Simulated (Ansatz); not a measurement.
# ClF3H2MoO2: a ladder of functionals and wavefunction methods

One table from this session's results is given with a row withheld; the runs are named, their logs left out.

Method: functionals in def2-TZVPP, the program's frozen cores in correlated methods; program: Ansatz 0.2.0, Gaussian basis.

The runs, in order: LDA (SPW92), PBE-D4, revPBE-D4, BLYP-D4, r2SCAN-D4, B97M-V, PBE0-D4, B3LYP-D4, r2SCANh-D4, r2SCAN0-D4, HSE06-D4, BHLYP-D4, CAM-B3LYP-D4, LC-ωPBE, ωB97X-V, ωB97M-V, B2PLYP, PBE-QIDH; CCSD(T)/def2-SVP; MP2/def2-TZVPP; MP2/def2-QZVPP; RPA on PBE.

## The relaxed structure

All runs share one geometry, relaxed beforehand with PBE0-D4 in a triple-zeta def2 set. Mo takes the def2 core potential; no spin-orbit term is included.

SMILES `[OH][Mo]([OH])([F])([F])([F])[Cl]`, 9 atoms, charge 0, spin multiplicity 1.

Atoms are counted from 1 here; the program's logs count them from 0.

Bond lengths: O1–Mo2 1.846 Å, O1–H8 0.964 Å, Mo2–O3 1.832 Å, Mo2–F4 1.857 Å, Mo2–F5 1.841 Å, Mo2–F6 1.866 Å, Mo2–Cl7 2.270 Å, O3–H9 0.963 Å. Angles: Mo2–O1–H8 123.8°, O1–Mo2–O3 93.6°, O1–Mo2–F4 83.1°, O1–Mo2–F5 166.9°, O1–Mo2–F6 95.8°, O1–Mo2–Cl7 92.0°, O3–Mo2–F4 167.2°, O3–Mo2–F5 99.5°, O3–Mo2–F6 83.0°, O3–Mo2–Cl7 93.4°, F4–Mo2–F5 84.4°, F4–Mo2–F6 85.0°, F4–Mo2–Cl7 99.2°, F5–Mo2–F6 87.0°, F5–Mo2–Cl7 86.0°, F6–Mo2–Cl7 171.5°, Mo2–O3–H9 128.2°.

Geometry (Å):

```
O    -0.3503   -1.5340    0.3968
Mo    0.0488    0.1523   -0.2395
O     1.0582    0.5921    1.2247
F    -1.2926   -0.2362   -1.4628
F     0.2433    1.7000   -1.2178
F    -1.2961    1.0350    0.7063
Cl    1.8362   -0.6222   -1.4050
H    -0.9303   -2.1549   -0.0578
H     0.7715    1.0214    2.0380
```

The first run:

Contents of in.yaml:

```yaml
crystal:
  periodic: [false, false, false]
  atoms:
    - {symbol: O, position_ang: [-0.350338, -1.533964, 0.396847]}
    - {symbol: Mo, position_ang: [0.048824, 0.152323, -0.239491]}
    - {symbol: O, position_ang: [1.058178, 0.592109, 1.224682]}
    - {symbol: F, position_ang: [-1.292588, -0.236185, -1.462791]}
    - {symbol: F, position_ang: [0.243254, 1.700034, -1.217760]}
    - {symbol: F, position_ang: [-1.296081, 1.034982, 0.706323]}
    - {symbol: Cl, position_ang: [1.836155, -0.622212, -1.405020]}
    - {symbol: H, position_ang: [-0.930313, -2.154859, -0.057785]}
    - {symbol: H, position_ang: [0.771507, 1.021370, 2.037997]}
basis:
  gaussian: {orbitals: def2-TZVPP}
hamiltonian: {xc: lda}
output: {orbitals: {seedname: orbitals}}
```

Started as:

```console
$ ansatz run in.yaml --threads 8 --pin off --events-out ev --progress --plain --max-ram 20889MiB
```

Steps of the session up to this table: LDA; PBE-D4 (GGA); revPBE-D4 (GGA); BLYP-D4 (GGA); r2SCAN-D4 (meta-GGA); B97M-V (meta-GGA); B3LYP-D4 (hybrid); r2SCANh-D4 (hybrid); r2SCAN0-D4 (hybrid); HSE06-D4 (hybrid); BHLYP-D4 (hybrid); CAM-B3LYP-D4 (range-separated); LC-ωPBE (range-separated); ωB97X-V (range-separated); ωB97M-V (range-separated); B2PLYP (double hybrid); PBE-QIDH (double hybrid).

One of the session's tables, all rows but one given; the rest of the session is left out.

It belongs to the step «Orbital energies across the functionals». 

```
  functional  HOMO (eV)  LUMO (eV)  gap (eV)
 LDA (SPW92)      -8.20      -5.40      2.80
      PBE-D4      -8.00      -5.19      2.82
   revPBE-D4      -7.93      -5.10      2.83
     BLYP-D4      -7.87      -5.12      2.76
   r2SCAN-D4      -8.41      -5.32      3.09
      B97M-V      -8.50      -5.33      3.16
     PBE0-D4      -9.53      -4.74      4.79
    B3LYP-D4      -9.26      -4.93      4.33
  r2SCANh-D4      -8.97      -5.13      3.84
  r2SCAN0-D4      -9.81      -4.81      4.99
    HSE06-D4      -9.13      -5.11      4.02
    BHLYP-D4     -10.93      -4.13      6.80
CAM-B3LYP-D4     -10.91      -3.77      7.14
     LC-ωPBE     -12.26      -2.65      9.60
     ωB97X-V          ?          ?         ?
     ωB97M-V     -11.77      -2.71      9.07
```

**Question.** Estimate the row for ωB97X-V.

The run gave: HOMO (eV): -11.90; LUMO (eV): -2.71; gap (eV): 9.19. In the column «HOMO (eV)» it lies between LC-ωPBE (-12.26) and ωB97M-V (-11.77).
